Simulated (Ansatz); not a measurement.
# CH5AlBF: a ladder of functionals and wavefunction methods

How much do the methods differ for CH5AlBF? The plan is to run it at one geometry with functionals of several rungs and with coupled cluster, and see how far each lands from CCSD(T) at the basis-set limit for the atomisation energy.

Program: Ansatz 0.2.0, Gaussian basis. Level of theory: functionals in def2-TZVPP, the program's frozen cores in correlated methods. These are calculated values, not measurements.

Levels to be run: LDA (SPW92), PBE-D4, revPBE-D4, BLYP-D4, r2SCAN-D4, B97M-V, PBE0-D4, B3LYP-D4, r2SCANh-D4, r2SCAN0-D4, HSE06-D4, BHLYP-D4, CAM-B3LYP-D4, LC-ωPBE, ωB97X-V, ωB97M-V, B2PLYP, PBE-QIDH; CCSD(T)/def2-SVP; CCSD(T)/def2-TZVPP; MP2/def2-QZVPP; extrapolation to the limit; RPA on PBE.

### 1 The relaxed structure

An earlier PBE0-D4 in a triple-zeta def2 set relaxation fixed the geometry.

SMILES `FC[BH][AlH2]`, 9 atoms, charge 0, spin multiplicity 1.

Atoms are counted from 1 here; the program's logs count them from 0.

Bond lengths: F1–C2 1.475 Å, C2–B3 1.552 Å, C2–H5 1.094 Å, C2–H6 1.094 Å, B3–Al4 2.127 Å, B3–H7 1.193 Å, Al4–H8 1.592 Å, Al4–H9 1.592 Å. Angles: F1–C2–B3 105.5°, F1–C2–H5 104.7°, F1–C2–H6 104.7°, B3–C2–H5 115.9°, B3–C2–H6 115.9°, H5–C2–H6 108.9°, C2–B3–Al4 91.9°, C2–B3–H7 120.1°, Al4–B3–H7 148.0°, B3–Al4–H8 119.8°, B3–Al4–H9 119.9°, H8–Al4–H9 119.9°.

### 2 LDA

This LDA is Slater exchange with PW92 correlation.

Input file in.yaml:

```yaml
crystal:
  periodic: [false, false, false]
  atoms:
    - {symbol: F, position_ang: [-1.055357, 0.826781, -0.082438]}
    - {symbol: C, position_ang: [0.339151, 0.986663, -0.535970]}
    - {symbol: B, position_ang: [1.057456, -0.331150, -0.142044]}
    - {symbol: Al, position_ang: [-0.723074, -1.131871, 0.702986]}
    - {symbol: H, position_ang: [0.260444, 1.184960, -1.608843]}
    - {symbol: H, position_ang: [0.691841, 1.891697, -0.032884]}
    - {symbol: H, position_ang: [2.214299, -0.480325, -0.391119]}
    - {symbol: H, position_ang: [-1.681499, -2.042065, -0.184361]}
    - {symbol: H, position_ang: [-1.014661, -0.950988, 2.257574]}
basis:
  gaussian: {orbitals: def2-TZVPP}
hamiltonian: {xc: lda}
output: {orbitals: {seedname: orbitals}}
```

Launch:

```sh
$ ansatz run in.yaml --threads 2 --pin off --events-out ev --progress --plain --max-ram 4352MiB
```

Further steps of the session: PBE-D4 (GGA); revPBE-D4 (GGA); BLYP-D4 (GGA); r2SCAN-D4 (meta-GGA); B97M-V (meta-GGA); B3LYP-D4 (hybrid); r2SCANh-D4 (hybrid); r2SCAN0-D4 (hybrid); HSE06-D4 (hybrid); BHLYP-D4 (hybrid); CAM-B3LYP-D4 (range-separated); LC-ωPBE (range-separated); ωB97X-V (range-separated); ωB97M-V (range-separated); B2PLYP (double hybrid); PBE-QIDH (double hybrid); CCSD(T) in def2-SVP; CCSD(T) in def2-TZVPP; MP2 in def2-QZVPP; RPA on PBE orbitals.

**Question.** What will the summary of the whole plan be? Wanted: atomisation energy, CCSD(T)/CBS; farthest beyond LDA; mean size of error, GGA; mean size of error, meta-GGA; mean size of error, hybrid; mean size of error, range-separated; mean size of error, double hybrid; gap, smallest and largest; T1 diagnostic.

The runs gave:

```
                               quantity                                                      value
        atomisation energy, CCSD(T)/CBS                                              2884.4 kJ/mol
 functionals within 14.4 kJ/mol (0.5 %)  BLYP-D4, PBE0-D4, B3LYP-D4, r2SCANh-D4, HSE06-D4, LC-ωPBE
                    farthest beyond LDA                                    BHLYP-D4 (-57.5 kJ/mol)
                mean size of error, GGA                                                23.4 kJ/mol
           mean size of error, meta-GGA                                                37.4 kJ/mol
             mean size of error, hybrid                                                16.8 kJ/mol
    mean size of error, range-separated                                                21.6 kJ/mol
      mean size of error, double hybrid                                                20.0 kJ/mol
              gap, smallest and largest                   2.65 eV (LDA (SPW92)), 9.92 eV (LC-ωPBE)
                          T1 diagnostic                                                     0.0127
triples share of the correlation energy                                                      3.2 %
```

**Reading.** LDA overbinds by 402.7 kJ/mol (14 %). PBE-D4 misses by +45.2 kJ/mol. Double hybrids carry the basis error of their MP2 part in triple zeta, and no dispersion term here, so their miss is partly the set-up's. Taken by rung, hybrid functionals do best (16.8 kJ/mol on average) and meta-GGA ones worst beyond LDA (37.4 kJ/mol). The gap between the best rungs is small, so their order is not settled. Misses under about 14.4 kJ/mol are within the doubt on the reference itself, which lacks core-valence correlation, relativity and higher excitations. Hartree-Fock recovers 75 % of the binding; the rest is correlation. CCSD(T) in def2-SVP is off by -127.0 kJ/mol, worse than the median functional, from the basis alone. Orbital gaps span 2.6 to 9.9 eV; exact exchange widens them.
